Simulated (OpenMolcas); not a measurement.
# Pt³⁺: CASSCF and CASPT2 terms and fine-structure levels

Which level of Pt³⁺ lies lowest, and where do the others fall? The reference wave functions come first, then spin-orbit coupling, then second-order correlation under several settings.

The numbers are computed with OpenMolcas 26.06 (state-averaged CASSCF and CASPT2, spin-orbit coupling by RASSI with atomic mean-field integrals), except any that are marked as measured or tabulated.

**1. What is computed**

```
Species                           : Pt³⁺ (platinum, Z = 78, 75 electrons)
Basis                             : ANO-RCC-VQZP [9s8p6d4f2g1h], 120 functions
Scalar Hamiltonian                : DKH2, point nucleus
Inactive shells                   : 1s 2s 2p 3s 3p 3d 4s 4p 4d 4f 5s 5p
Active space                      : 7 electrons in 10 orbitals (5d 6d)
Some configurations of this space : 5d7
Orbitals                          : optimised for each spin and parity, averaged over all roots
```

The outer shells:

5d7
```
5d [↑↓][↑↓][↑ ][↑ ][↑ ]
```

The work runs as a chain of OpenMolcas steps in one folder; each step below is one input file. Labels, J, g values, rates, χT and fits are worked out afterwards by a script from the matrices that RASSI stores.

**2. Basis and integrals**

Contents of a.inp:

```
&GATEWAY
Coord
1

Pt 0.0 0.0 0.0
Basis=ANO-RCC-VQZP
Group=XYZ
NoMove
AngMom=0.0 0.0 0.0
AMFI
&SEWARD
```

Started as:

```console
$ OMP_NUM_THREADS=1 MOLCAS_MEM=1689 MOLCAS_PROJECT=a pymolcas a.inp > a.log
```

**3. A small preliminary run for start orbitals**

Contents of a.inp:

```
&RASSCF
FileOrb=start.orb
Symmetry=1
Spin=4
nActEl=7 0 0
Inactive=15 19
Ras2=5 0
CIRoot=10 10 1
SDav=10
CIMx=300
Iter=120 100
PrWF=0.3
OrbListing=Nothing
MaxOrb=0
Atom
>>> COPY $Project.JobIph JOBPRE
```

**4. Reference wave functions, quartets of even parity, 10 roots**

Contents of a.inp:

```
&RASSCF
FileOrb=start.orb
Symmetry=1
Spin=4
nActEl=7 0 0
Inactive=15 19
Ras2=10 0
CIRoot=10 10 1
SDav=500
CIMx=300
Iter=120 100
PrWF=0.3
OrbListing=Nothing
MaxOrb=0
Atom
>>> COPY $Project.JobIph JOB001
```

**5. Reference wave functions, doublets of even parity, 40 roots**

Contents of a.inp:

```
&RASSCF
FileOrb=start.orb
Symmetry=1
Spin=2
nActEl=7 0 0
Inactive=15 19
Ras2=10 0
CIRoot=40 40 1
SDav=500
CIMx=300
Iter=120 100
PrWF=0.3
OrbListing=Nothing
MaxOrb=0
Atom
>>> COPY $Project.JobIph JOB002
```

**6. State interaction with spin-orbit coupling**

Contents of a.inp:

```
&RASSI
NrOfJobIphs=2 10 40
1 2 3 4 5 6 7 8 9 10
1 2 3 4 5 6 7 8 9 10 11 12 13 14 15 16 17 18 19 20 21 22 23 24 25 26 27
28 29 30 31 32 33 34 35 36 37 38 39 40
IphNames
JOB001
JOB002
EJob
SpinOrbit
DIPRint=1.0
SOCoupling=1000.0
Subsets=2
MEES
Property=10
'ANGMOM' 1 'ANGMOM' 2 'ANGMOM' 3 'MLTPL  1' 1 'MLTPL  1' 2 'MLTPL  1' 3
'AMFI' 1 'AMFI' 2 'AMFI' 3 'MLTPL  2' 6
SOProperty=3
'ANGMOM' 1 'ANGMOM' 2 'ANGMOM' 3
```

**7. CASPT2: IPEA 0.25, imaginary shift 0.1 (closed shells correlated: 5s 5p)**

Contents of a.inp:

```
>>> COPY JOB001 $Project.JobIph
&CASPT2
Multistate=10 1 2 3 4 5 6 7 8 9 10
Frozen=14 16
IPEA=0.25
Imaginary=0.1
MaxIter=60
WThr=0.0 0.3 0.05
PrWF=0.5
NoMix
>>> COPY JOB002 $Project.JobIph
&CASPT2
Multistate=40 1 2 3 4 5 6 7 8 9 10 11 12 13 14 15 16 17 18 19 20 21 22
23 24 25 26 27 28 29 30 31 32 33 34 35 36 37 38 39 40
Frozen=14 16
IPEA=0.25
Imaginary=0.1
MaxIter=60
WThr=0.0 0.3 0.05
PrWF=0.5
NoMix
```

**8. CASPT2: IPEA 0.25, imaginary shift 0.1 (closed shells correlated: none)**

a.inp, as its differences from that of step 7:

```diff
@@ -3,3 +3,3 @@
 Multistate=10 1 2 3 4 5 6 7 8 9 10
-Frozen=14 16
+Frozen=15 19
 IPEA=0.25
@@ -14,3 +14,3 @@
 23 24 25 26 27 28 29 30 31 32 33 34 35 36 37 38 39 40
-Frozen=14 16
+Frozen=15 19
 IPEA=0.25
```

(Steps that only read results are left out.)

**Question.** What will these runs give? Wanted: lowest level; first excited level; spin-orbit lowering of the lowest level; strongest of the lines computed, by gA.

The runs gave:

```
                                                                                   quantity                                                                        value
                                                                                     method  SS-CASPT2, IPEA 0.25, imaginary shift 0.1 (closed shells correlated: 5s 5p)
                                                                               lowest level                                     5d7 4F 9/2, 83 % of that term, g = 1.294
                                                                ground level listed by NIST                                                                        4F9/2
                                                                        first excited level                                                      5d7 2P 3/2 at 9670 cm-1
                                                    spin-orbit lowering of the lowest level                                                                   10734 cm-1
strongest of the lines computed, by gA (one parity, so forbidden lines), at CASSCF energies                       5d7 2D 5/2(1) → 5d7 4F 7/2, 437.4 nm, A = 9.83e+01 s⁻¹
```

What each method costs and misses:

```tsv
method	time of its own steps	time with the reference	mean absolute difference from method B (cm-1)
A. CASSCF	68 s	68 s	3200
B. SS-CASPT2, IPEA 0.25, imaginary shift 0.1, +5s 5p	26 min	27 min	0
C. SS-CASPT2, IPEA 0.25, imaginary shift 0.1, +none	24 min	25 min	360
```

Times are of one thread on a shared host.

What this shows: The multiplet 4F is inverted; its intervals divided by the larger J differ by 126 % of their mean, where Landé's rule for pure LS coupling makes them equal. Second-order correlation (method B) scales the levels of the lowest configuration above 5000 cm⁻¹ by 0.85 to 1.02. Only the configurations of the active space and the roots asked for are present. Not all states of the active space went into the spin-orbit step. CASPT2 does not keep the components of a term degenerate, and the means are used. The levels of the extra active shells were not computed. Only valence configurations of the active space appear, up to the ionisation limit; * or ° marks odd parity.
